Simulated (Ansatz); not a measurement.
**GaHCl₂ + HF: a complex and its separated parts**

Aim: how far the complex at one end of a reaction step lies below its separated, relaxed parts, level by level.

The runs use Ansatz 0.2.0, Gaussian basis; PBE0-D4/def2-TZVP structures, single points in def2-TZVPP, no counterpoise correction.

Levels: SPW92, PBE-D4, BLYP-D4, r2SCAN-D4, B97M-V, PBE0-D4, B3LYP-D4, r2SCAN0-D4, BHLYP-D4, CAM-B3LYP-D4, wB97X-V, wB97M-V, B2PLYP, PBE-QIDH, RPA on PBE, Hartree-Fock, MP2, CCSD, CCSD(T).

Correlated methods freeze the cores. Filled d shells of the heavier atoms are correlated. B3LYP uses VWN-RPA correlation. B2PLYP carries no dispersion term here.

94 further runs of the same task are left out: 94 set aside as unsound or not needed.

## Step 1: The starting structure

The complex: 6 atoms, charge 0, spin multiplicity 1.

Atoms are counted from 1 here; the program's logs count them from 0.

Bond lengths: Ga1–H2 1.552 Å, Ga1–Cl3 2.138 Å, Ga1–Cl4 2.138 Å, H5–F6 0.926 Å. Angles: H2–Ga1–Cl3 121.4°, H2–Ga1–Cl4 121.4°, Cl3–Ga1–Cl4 115.5°.

As a file:

```
Ga   -0.7274    0.1915    0.1080
H    -0.8792   -1.0430    1.0356
Cl   -1.3309    0.1265   -1.9417
Cl   -0.3775    2.1455    0.9014
H     1.8096   -1.0895    0.1664
F     1.5053   -0.3308   -0.2697
```

Its parts: GaHCl₂ holds atoms 1, 2, 3, 4; HF holds atoms 5, 6. Each part counts its atoms afresh in its own runs.

## Step 2: Relaxing GaHCl₂ alone

relax-a/in.yaml reads:

```yaml
crystal:
  periodic: [false, false, false]
  atoms:
    - {symbol: Ga, position_ang: [-0.727380, 0.191547, 0.108033]}
    - {symbol: H, position_ang: [-0.879169, -1.043038, 1.035642]}
    - {symbol: Cl, position_ang: [-1.330853, 0.126468, -1.941654]}
    - {symbol: Cl, position_ang: [-0.377472, 2.145462, 0.901368]}
basis:
  gaussian: {orbitals: def2-TZVP}
hamiltonian: {xc: pbe0, dispersion: d4}
relax: {f_tol: 0.005, max_steps: 200}
```

The run is started by

```sh
$ ansatz run in.yaml --threads 4 --pin off --events-out ev --progress --plain --max-ram 9574MiB
```

What it wrote, shortened:

```text
Functional definition: PBE0
  name "PBE0"
  cite "Adamo & Barone, J. Chem. Phys. 110, 6158 (1999) doi:10.1063/1.478522"
  cite "Perdew, Burke & Ernzerhof, Phys. Rev. Lett. 77, 3865 (1996) doi:10.1103/PhysRevLett.77.3865"
  parent pbe
[...]
993 factors; their error is unknown
[...]
mean field -77428.15586315 eV, -2845.4322452819 hartree, gradient 2.0e-5 eV, S^2 0.000000; 0 other end points of the search recorded, 0 dependent functions left out
[...]
reference -77428.15588976 eV, -2845.4322462597 hartree; 33, 33 occupied and 95, 95 virtual orbitals, 993 factors
[...]
993 factors; their error is unknown
[...]
mean field -77428.19432751 eV, -2845.4336588208 hartree, gradient 4.8e-5 eV, S^2 0.000000; 1 other end points of the search recorded, 0 dependent functions left out
[...]
reference -77428.19435421 eV, -2845.4336598021 hartree; 33, 33 occupied and 95, 95 virtual orbitals, 993 factors
Total energy: -77428.28143532 eV, -2845.4368599738 hartree
Atom 0 at    -0.829439     0.205018     0.132677 Å, force     0.000259    -0.001190     0.000755 eV/Å
Atom 1 at    -0.834946    -1.053688     1.028395 Å, force    -0.000110     0.000571    -0.000368 eV/Å
Atom 2 at    -1.298970     0.131344    -1.941513 Å, force    -0.000139     0.000171    -0.000388 eV/Å
Atom 3 at    -0.351520     2.137765     0.883831 Å, force    -0.000009     0.000448     0.000000 eV/Å
Dipole moment:    -0.001341    -0.290202     0.206537 e Å
```

Wall time 15 s (4 threads of AMD EPYC, shared host); peak memory 0.42 GiB.

Along the way:

```csv
step,energy from step 1 (eV),largest force component (eV/Å)
1,0.0000,0.5196
2,-0.0375,0.1017
3,-0.0387,0.0233
4,-0.0387,0.0012
```

Distances of close pairs at the start and the end, largest changes first:

```csv
bond,before (Å),after (Å),change (Å)
Ga1–Cl3,2.138,2.128,-0.010
Ga1–Cl4,2.138,2.128,-0.010
Ga1–H2,1.552,1.545,-0.007
```

## Step 3: Relaxing HF alone

relax-b/in.yaml reads:

```yaml
crystal:
  periodic: [false, false, false]
  atoms:
    - {symbol: H, position_ang: [1.809576, -1.089511, 0.166401]}
    - {symbol: F, position_ang: [1.505299, -0.330828, -0.269689]}
basis:
  gaussian: {orbitals: def2-TZVP}
hamiltonian: {xc: pbe0, dispersion: d4}
relax: {f_tol: 0.005, max_steps: 200}
```

The run is started by

```sh
$ ansatz run in.yaml --threads 4 --pin off --events-out ev --progress --plain --max-ram 9574MiB
```

What it wrote, shortened:

```text
[... 5 set-up lines as earlier in the session ...]
[...]
200 factors; their error is unknown
[...]
mean field -2731.80046477 eV, -100.3918153995 hartree, gradient 6.9e-6 eV, S^2 0.000000; 0 other end points of the search recorded, 0 dependent functions left out
[...]
reference -2731.80170840 eV, -100.3918611019 hartree; 5, 5 occupied and 32, 32 virtual orbitals, 200 factors
Total energy: -2731.80322168 eV, -100.3919167142 hartree
Atom 0 at     1.808518    -1.086872     0.164884 Å, force     0.000433    -0.001080     0.000621 eV/Å
Atom 1 at     1.506357    -0.333467    -0.268172 Å, force    -0.000433     0.001080    -0.000621 eV/Å
Dipole moment:     0.131638    -0.328225     0.188664 e Å
```

Run time: 3.8 s. Hardware: 4 threads of AMD EPYC, shared host; peak memory 0.42 GiB.

Relaxation path:

```csv
step,energy from step 1 (eV),largest force component (eV/Å)
1,0.0000,0.3120
2,-0.0012,0.0645
3,-0.0012,0.0011
```

The bond:

```csv
bond,before (Å),after (Å),change (Å)
H1–F2,0.926,0.920,-0.006
```

## Step 4: SPW92/def2-TZVPP

parta/in.yaml reads:

```yaml
crystal:
  periodic: [false, false, false]
  atoms:
    - {symbol: Ga, position_ang: [-0.829439, 0.205018, 0.132677]}
    - {symbol: H, position_ang: [-0.834946, -1.053688, 1.028395]}
    - {symbol: Cl, position_ang: [-1.298970, 0.131344, -1.941513]}
    - {symbol: Cl, position_ang: [-0.351520, 2.137765, 0.883831]}
basis:
  gaussian: {orbitals: def2-TZVPP}
hamiltonian: {xc: lda}
```

partb/in.yaml reads:

```yaml
crystal:
  periodic: [false, false, false]
  atoms:
    - {symbol: H, position_ang: [1.808518, -1.086872, 0.164884]}
    - {symbol: F, position_ang: [1.506357, -0.333467, -0.268172]}
basis:
  gaussian: {orbitals: def2-TZVPP}
hamiltonian: {xc: lda}
```

Each run has its own folder and the same command.

The run is started by

```sh
$ ansatz run in.yaml --threads 4 --pin off --events-out ev --progress --plain --max-ram 9574MiB
```

Log of parta, shortened:

```text
Functional definition: SPW92
  name "SPW92"
  cite "Dirac, Proc. Camb. Phil. Soc. 26, 376 (1930) doi:10.1017/S0305004100016108"
  cite "Slater, Phys. Rev. 81, 385 (1951) doi:10.1103/PhysRev.81.385"
  cite "Perdew & Wang, Phys. Rev. B 45, 13244 (1992) doi:10.1103/PhysRevB.45.13244"
[...]
1015 factors; their error is unknown
[...]
mean field -77279.76995142 eV, -2839.9791636051 hartree, gradient 4.2e-5 eV, S^2 0.000000; 0 other end points of the search recorded, 0 dependent functions left out
reference -77279.76998463 eV, -2839.9791648258 hartree; 33, 33 occupied and 113, 113 virtual orbitals, 1015 factors
Total energy: -77279.76998463 eV, -2839.9791648258 hartree
```

Log of partb, shortened:

```text
[... 5 set-up lines as earlier in the session ...]
[...]
215 factors; their error is unknown
[...]
mean field -2716.76650266 eV, -99.8393274824 hartree, gradient 3.5e-5 eV, S^2 0.000000; 0 other end points of the search recorded, 0 dependent functions left out
reference -2716.76651374 eV, -99.8393278896 hartree; 5, 5 occupied and 40, 40 virtual orbitals, 215 factors
Total energy: -2716.76651374 eV, -99.8393278896 hartree
```

Times: 1.3 s (parta), 0.74 s (partb) on 4 threads of AMD EPYC, shared host; peak memory 0.42 GiB.

## Step 5: PBE-D4/def2-TZVPP

The same edit goes into each in.yaml of step 4 (parta, partb):

```diff
-hamiltonian: {xc: lda}
+hamiltonian: {xc: pbe, dispersion: d4}
```

Each run has its own folder and the same command.

The run is started by

```sh
$ ansatz run in.yaml --threads 4 --pin off --events-out ev --progress --plain --max-ram 9574MiB
```

Output in parta, shortened:

```text
Functional definition: PBE
  name "PBE"
[... 2 set-up lines as earlier in the session ...]
[...]
1015 factors; their error is unknown
[...]
mean field -77425.05682372 eV, -2845.3183576833 hartree, gradient 6.6e-5 eV, S^2 0.000000; 0 other end points of the search recorded, 0 dependent functions left out
reference -77425.05685915 eV, -2845.3183589853 hartree; 33, 33 occupied and 113, 113 virtual orbitals, 1015 factors
Total energy: -77425.15871259 eV, -2845.3221020302 hartree
```

Output in partb, shortened:

```text
[... 4 set-up lines as earlier in the session ...]
[...]
215 factors; their error is unknown
[...]
mean field -2731.84357949 eV, -100.3933998363 hartree, gradient 4.7e-5 eV, S^2 0.000000; 0 other end points of the search recorded, 0 dependent functions left out
reference -2731.84359160 eV, -100.3934002812 hartree; 5, 5 occupied and 40, 40 virtual orbitals, 215 factors
Total energy: -2731.84548548 eV, -100.3934698800 hartree
```

Wall times: 1.7 s (parta), 0.94 s (partb) on 4 threads of AMD EPYC, shared host; peak memory 0.42 GiB.

## Step 6: BLYP-D4/def2-TZVPP

The same edit goes into each in.yaml of step 5 (parta, partb):

```diff
-hamiltonian: {xc: pbe, dispersion: d4}
+hamiltonian: {xc: {name: BLYP}, dispersion: d4}
```

The same command starts each run, in its folder.

The run is started by

```sh
$ ansatz run in.yaml --threads 4 --pin off --events-out ev --progress --plain --max-ram 9574MiB
```

parta printed, shortened:

```text
Functional definition: BLYP
  name "BLYP"
  cite "Becke, Phys. Rev. A 38, 3098 (1988) doi:10.1103/PhysRevA.38.3098"
  cite "Lee, Yang & Parr, Phys. Rev. B 37, 785 (1988) doi:10.1103/PhysRevB.37.785"
[...]
1015 factors; their error is unknown
[...]
mean field -77444.97263600 eV, -2846.0502502851 hartree, gradient 8.2e-5 eV, S^2 0.000000; 0 other end points of the search recorded, 0 dependent functions left out
reference -77444.97295438 eV, -2846.0502619853 hartree; 33, 33 occupied and 113, 113 virtual orbitals, 1015 factors
Total energy: -77445.18785575 eV, -2846.0581594652 hartree
```

Log of partb, shortened:

```text
[... 4 set-up lines as earlier in the session ...]
[...]
215 factors; their error is unknown
[...]
mean field -2734.23792517 eV, -100.4813904169 hartree, gradient 3.9e-5 eV, S^2 0.000000; 0 other end points of the search recorded, 0 dependent functions left out
reference -2734.23804877 eV, -100.4813949593 hartree; 5, 5 occupied and 40, 40 virtual orbitals, 215 factors
Total energy: -2734.24263075 eV, -100.4815633440 hartree
```

They took 1.9 s (parta), 1 s (partb) on 4 threads of AMD EPYC, shared host; peak memory 0.42 GiB.

## Step 7: r2SCAN-D4/def2-TZVPP

Each input of step 6 (parta, partb) changes in the same lines:

```diff
-hamiltonian: {xc: {name: BLYP}, dispersion: d4}
+hamiltonian: {xc: r2scan, dispersion: d4}
```

One command serves all of them, each in its own folder.

The run is started by

```sh
$ ansatz run in.yaml --threads 4 --pin off --events-out ev --progress --plain --max-ram 9574MiB
```

Log of parta, shortened:

```text
Functional definition: r2SCAN
  name "r2SCAN"
  cite "Furness, Kaplan, Ning, Perdew & Sun, J. Phys. Chem. Lett. 11, 8208 (2020) doi:10.1021/acs.jpclett.0c02405"
  cite "Furness, Kaplan, Ning, Perdew & Sun, J. Phys. Chem. Lett. 11, 9248 (2020) doi:10.1021/acs.jpclett.0c03077"
  parent r2scan
[...]
1015 factors; their error is unknown
[...]
mean field -77441.42744333 eV, -2845.9199668574 hartree, gradient 5.6e-5 eV, S^2 0.000000; 0 other end points of the search recorded, 0 dependent functions left out
reference -77441.42745313 eV, -2845.9199672179 hartree; 33, 33 occupied and 113, 113 virtual orbitals, 1015 factors
Total energy: -77441.44909143 eV, -2845.9207624106 hartree
```

Output in partb, shortened:

```text
[... 5 set-up lines as earlier in the session ...]
[...]
215 factors; their error is unknown
[...]
mean field -2733.29261783 eV, -100.4466510129 hartree, gradient 6.5e-6 eV, S^2 0.000000; 0 other end points of the search recorded, 0 dependent functions left out
reference -2733.29262101 eV, -100.4466511297 hartree; 5, 5 occupied and 40, 40 virtual orbitals, 215 factors
Total energy: -2733.29307854 eV, -100.4466679438 hartree
```

Wall times: 3.7 s (parta), 1.8 s (partb) on 4 threads of AMD EPYC, shared host; peak memory 0.42 GiB.

## Step 8: B97M-V/def2-TZVPP

The same edit goes into each in.yaml of step 7 (parta, partb):

```diff
-hamiltonian: {xc: r2scan, dispersion: d4}
+hamiltonian: {xc: {name: B97M-V}}
```

One command serves all of them, each in its own folder.

The run is started by

```sh
$ ansatz run in.yaml --threads 4 --pin off --events-out ev --progress --plain --max-ram 9574MiB
```

Log of parta, shortened:

```text
Functional definition: B97M-V
  name "B97M-V"
  cite "Mardirossian & Head-Gordon, J. Chem. Phys. 142, 074111 (2015) doi:10.1063/1.4907719"
  cite "Becke, J. Chem. Phys. 107, 8554 (1997) doi:10.1063/1.475007"
  cite "Vydrov & Van Voorhis, J. Chem. Phys. 133, 244103 (2010) doi:10.1063/1.3521275"
  # Of w^i u^j: cxij and so on, Table III.
[...]
  gx(w, u) = cx00 + cx01*u + cx02*u^2 + (cx10 + cx11*u)*w
[...]
  gos(w, u) = cos00 + cos01*u + cos03*u^3 + cos10*w + cos32*w^3*u^2
[...]
      + integral(e_c_pw_mod_opposite_spin*gos(b97_w_opposite, b97_u_opposite)) + vv10(b, c)
1015 factors; their error is unknown
[...]
mean field -77426.86110647 eV, -2845.3846638513 hartree, gradient 4.8e-6 eV, S^2 0.000000; 0 other end points of the search recorded, 0 dependent functions left out
reference -77426.86115586 eV, -2845.3846656665 hartree; 33, 33 occupied and 113, 113 virtual orbitals, 1015 factors
Total energy: -77426.86115586 eV, -2845.3846656665 hartree
```

Log of partb, shortened:

```text
[... 5 set-up lines as earlier in the session ...]
  # Of w^i u^j: cxij and so on, Table III.
[...]
  gx(w, u) = cx00 + cx01*u + cx02*u^2 + (cx10 + cx11*u)*w
[...]
  gos(w, u) = cos00 + cos01*u + cos03*u^3 + cos10*w + cos32*w^3*u^2
[...]
      + integral(e_c_pw_mod_opposite_spin*gos(b97_w_opposite, b97_u_opposite)) + vv10(b, c)
215 factors; their error is unknown
[...]
mean field -2733.38837797 eV, -100.4501701333 hartree, gradient 2.3e-5 eV, S^2 0.000000; 0 other end points of the search recorded, 0 dependent functions left out
reference -2733.38839569 eV, -100.4501707843 hartree; 5, 5 occupied and 40, 40 virtual orbitals, 215 factors
Total energy: -2733.38839569 eV, -100.4501707843 hartree
```

Wall times: 5.5 s (parta), 1.4 s (partb) on 4 threads of AMD EPYC, shared host; peak memory 0.42 GiB.

## Step 9: PBE0-D4/def2-TZVPP

The same edit goes into each in.yaml of step 8 (parta, partb):

```diff
-hamiltonian: {xc: {name: B97M-V}}
+hamiltonian: {xc: pbe0, dispersion: d4}
+output: {orbitals: {seedname: orbitals}}
```

The same command starts each run, in its folder.

The run is started by

```sh
$ ansatz run in.yaml --threads 4 --pin off --events-out ev --progress --plain --max-ram 9574MiB
```

Output in parta, shortened:

```text
[... 5 set-up lines as earlier in the session ...]
[...]
1122 factors; their error is unknown
[...]
mean field -77428.20256724 eV, -2845.4339616255 hartree, gradient 2.6e-5 eV, S^2 0.000000; 0 other end points of the search recorded, 0 dependent functions left out
reference -77428.20259393 eV, -2845.4339626063 hartree; 33, 33 occupied and 113, 113 virtual orbitals, 1122 factors
Total energy: -77428.28967504 eV, -2845.4371627779 hartree
```

partb printed, shortened:

```text
[... 5 set-up lines as earlier in the session ...]
[...]
215 factors; their error is unknown
[...]
mean field -2731.86112077 eV, -100.3940444664 hartree, gradient 4.0e-5 eV, S^2 0.000000; 0 other end points of the search recorded, 0 dependent functions left out
reference -2731.86112949 eV, -100.3940447866 hartree; 5, 5 occupied and 40, 40 virtual orbitals, 215 factors
Total energy: -2731.86264277 eV, -100.3941003989 hartree
```

They took 2.8 s (parta), 0.92 s (partb) on 4 threads of AMD EPYC, shared host; peak memory 0.42 GiB.

## Step 10: B3LYP-D4/def2-TZVPP

Each input of step 9 (parta, partb) changes in the same lines:

```diff
-hamiltonian: {xc: pbe0, dispersion: d4}
-output: {orbitals: {seedname: orbitals}}
+hamiltonian: {xc: {name: B3LYP}, dispersion: d4}
```

One command serves all of them, each in its own folder.

The run is started by

```sh
$ ansatz run in.yaml --threads 4 --pin off --events-out ev --progress --plain --max-ram 9574MiB
```

Log of parta, shortened:

```text
Functional definition: B3LYP
  name "B3LYP"
  cite "Stephens, Devlin, Chabalowski & Frisch, J. Phys. Chem. 98, 11623 (1994) doi:10.1021/j100096a001"
[... 2 set-up lines as earlier in the session ...]
  cite "Vosko, Wilk & Nusair, Can. J. Phys. 58, 1200 (1980) doi:10.1139/p80-159"
[...]
1088 factors; their error is unknown
[...]
mean field -77445.49275803 eV, -2846.0693644173 hartree, gradient 3.2e-5 eV, S^2 0.000000; 0 other end points of the search recorded, 0 dependent functions left out
reference -77445.49299698 eV, -2846.0693731984 hartree; 33, 33 occupied and 113, 113 virtual orbitals, 1088 factors
Total energy: -77445.66152856 eV, -2846.0755666197 hartree
```

Log of partb, shortened:

```text
[... 6 set-up lines as earlier in the session ...]
[...]
215 factors; their error is unknown
[...]
mean field -2734.54625756 eV, -100.4927214233 hartree, gradient 1.9e-5 eV, S^2 0.000000; 0 other end points of the search recorded, 0 dependent functions left out
reference -2734.54634840 eV, -100.4927247616 hartree; 5, 5 occupied and 40, 40 virtual orbitals, 215 factors
Total energy: -2734.54933810 eV, -100.4928346311 hartree
```

Wall times: 3 s (parta), 0.98 s (partb) on 4 threads of AMD EPYC, shared host; peak memory 0.42 GiB.

## Step 11: r2SCAN0-D4/def2-TZVPP

Each input of step 10 (parta, partb) changes in the same lines:

```diff
-hamiltonian: {xc: {name: B3LYP}, dispersion: d4}
+hamiltonian: {xc: {name: r2SCAN0}, dispersion: d4}
```

The same command starts each run, in its folder.

The run is started by

```sh
$ ansatz run in.yaml --threads 4 --pin off --events-out ev --progress --plain --max-ram 9574MiB
```

Output in parta, shortened:

```text
Functional definition: r2SCAN0
  name "r2SCAN0"
  cite "Bursch, Neugebauer, Ehlert & Grimme, J. Chem. Phys. 156, 134105 (2022) doi:10.1063/5.0086040"
[... 3 set-up lines as earlier in the session ...]
[...]
1122 factors; their error is unknown
[...]
mean field -77440.55899951 eV, -2845.8880521358 hartree, gradient 2.9e-5 eV, S^2 0.000000; 0 other end points of the search recorded, 0 dependent functions left out
reference -77440.55900735 eV, -2845.8880524238 hartree; 33, 33 occupied and 113, 113 virtual orbitals, 1122 factors
Total energy: -77440.58630893 eV, -2845.8890557386 hartree
```

partb printed, shortened:

```text
[... 6 set-up lines as earlier in the session ...]
[...]
215 factors; their error is unknown
[...]
mean field -2732.94546886 eV, -100.4338935236 hartree, gradient 6.6e-5 eV, S^2 0.000000; 0 other end points of the search recorded, 0 dependent functions left out
reference -2732.94547132 eV, -100.4338936140 hartree; 5, 5 occupied and 40, 40 virtual orbitals, 215 factors
Total energy: -2732.94597329 eV, -100.4339120611 hartree
```

They took 6 s (parta), 1.4 s (partb) on 4 threads of AMD EPYC, shared host; peak memory 0.42 GiB.

## Step 12: BHLYP-D4/def2-TZVPP

Each input of step 11 (parta, partb) changes in the same lines:

```diff
-hamiltonian: {xc: {name: r2SCAN0}, dispersion: d4}
+hamiltonian: {xc: {name: BHLYP}, dispersion: d4}
```

One command serves all of them, each in its own folder.

The run is started by

```sh
$ ansatz run in.yaml --threads 4 --pin off --events-out ev --progress --plain --max-ram 9574MiB
```

Output in parta, shortened:

```text
Functional definition: BHLYP
  name "BHLYP"
  cite "Becke, J. Chem. Phys. 98, 1372 (1993) doi:10.1063/1.464304"
[... 2 set-up lines as earlier in the session ...]
[...]
1200 factors; their error is unknown
[...]
mean field -77442.68610643 eV, -2845.9662218734 hartree, gradient 2.7e-5 eV, S^2 0.000000; 0 other end points of the search recorded, 0 dependent functions left out
reference -77442.68626966 eV, -2845.9662278720 hartree; 33, 33 occupied and 113, 113 virtual orbitals, 1200 factors
Total energy: -77442.84564130 eV, -2845.9720846717 hartree
```

Log of partb, shortened:

```text
[... 5 set-up lines as earlier in the session ...]
[...]
234 factors; their error is unknown
[...]
mean field -2733.43314622 eV, -100.4518153360 hartree, gradient 1.2e-5 eV, S^2 0.000000; 0 other end points of the search recorded, 0 dependent functions left out
reference -2733.43320675 eV, -100.4518175607 hartree; 5, 5 occupied and 40, 40 virtual orbitals, 234 factors
Total energy: -2733.43493472 eV, -100.4518810621 hartree
```

They took 3.5 s (parta), 0.88 s (partb) on 4 threads of AMD EPYC, shared host; peak memory 0.42 GiB.

## Step 13: CAM-B3LYP-D4/def2-TZVPP

The same edit goes into each in.yaml of step 12 (parta, partb):

```diff
-hamiltonian: {xc: {name: BHLYP}, dispersion: d4}
+hamiltonian: {xc: {name: CAM-B3LYP}, dispersion: d4}
```

The same command starts each run, in its folder.

The run is started by

```sh
$ ansatz run in.yaml --threads 4 --pin off --events-out ev --progress --plain --max-ram 9574MiB
```

parta printed, shortened:

```text
Functional definition: CAM-B3LYP
  name "CAM-B3LYP"
  cite "Yanai, Tew & Handy, Chem. Phys. Lett. 393, 51 (2004) doi:10.1016/j.cplett.2004.06.011"
  cite "Iikura, Tsuneda, Yanai & Hirao, J. Chem. Phys. 115, 3540 (2001) doi:10.1063/1.1383587"
[... 2 set-up lines as earlier in the session ...]
[...]
1088 factors; their error is unknown
194 factors; integrals over basis functions are off by at most 2.8e-5 eV
[...]
mean field -77447.30018714 eV, -2846.1357862118 hartree, gradient 2.8e-5 eV, S^2 0.000000; 0 other end points of the search recorded, 0 dependent functions left out
reference -77447.30030405 eV, -2846.1357905082 hartree; 33, 33 occupied and 113, 113 virtual orbitals, 1088 factors
Total energy: -77447.39179167 eV, -2846.1391526164 hartree
```

Log of partb, shortened:

```text
[... 6 set-up lines as earlier in the session ...]
[...]
  # Exact exchange under (alpha + beta erf(omega r))/r, Becke's under what is left of 1/r.
[...]
215 factors; their error is unknown
48 factors; integrals over basis functions are off by at most 4.9e-5 eV
[...]
mean field -2733.85902667 eV, -100.4674661540 hartree, gradient 6.2e-5 eV, S^2 0.000000; 0 other end points of the search recorded, 0 dependent functions left out
reference -2733.85907080 eV, -100.4674677758 hartree; 5, 5 occupied and 40, 40 virtual orbitals, 215 factors
Total energy: -2733.86051112 eV, -100.4675207065 hartree
```

Times: 3.4 s (parta), 1.2 s (partb) on 4 threads of AMD EPYC, shared host; peak memory 0.42 GiB.

[end of part 1 of 2]
